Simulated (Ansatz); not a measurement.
# Pb (fcc type): the cost of one run

Program: Ansatz 0.2.0. Level of theory: DFT PBE, with the methods named in each step. These are calculated values, not measurements.

## (1) Starting point

It takes space group Fm-3m (No. 225, cubic). The conventional cell has a = 5.039 Å, b = 5.039 Å, c = 5.039 Å, α = 90.00°, β = 90.00°, γ = 90.00°. Pb (site symmetry m-3m) is surrounded by 12 Pb at 3.56 Å.

Structure file:

```cif
data_structure
_symmetry_space_group_name_H-M 'Fm-3m'
_symmetry_Int_Tables_number 225
_cell_length_a 5.0395
_cell_length_b 5.0395
_cell_length_c 5.0395
_cell_angle_alpha 90.000
_cell_angle_beta 90.000
_cell_angle_gamma 90.000
_cell_volume 127.98
loop_
_atom_site_label
_atom_site_type_symbol
_atom_site_symmetry_multiplicity
_atom_site_Wyckoff_symbol
_atom_site_fract_x
_atom_site_fract_y
_atom_site_fract_z
_atom_site_occupancy
Pb1 Pb 4 a 0.00000 0.00000 0.00000 1
```

The file gives the conventional cell by its symmetry; the runs use the cell typed in the input.

Atoms are numbered in the order of the input: Pb1, Pb2.

## (2) Bulk in the slab's orientation, LAPW

Contents of input.yaml:

```yaml
crystal:
  lattice:
    - [-2.5197432837, 2.5197432837, 0.0]
    - [0.0, 0.0, 5.0394865674]
    - [2.5197432837, 2.5197432837, 0.0]
  atoms:
    - { symbol: Pb, position: [0.0, 0.0, 0.0] }
    - { symbol: Pb, position: [0.5, 0.5, 0.5] }
kpoints:
  mp_grid: { grid: [12, 8, 12] }
scf:
  occupations: { method: fermi_dirac, width: 0.1 }
hamiltonian:
  xc: pbe
  pseudopotentials: { kind: all_electron, lapw: { basis_error: 0.001 } }
output:
  forces: true
  stress: true
  eigenvalues: true
```

Started as:

```sh
$ ansatz run input.yaml --threads 3 --pin off --max-ram 8192MiB --backend cpu --events-out ev --progress --plain --runs-dir out
```

Q: Estimate wall time and peak memory on 3 threads of Arm Neoverse V1, shared host.

About 14 s, with a peak of 0.55 GiB.
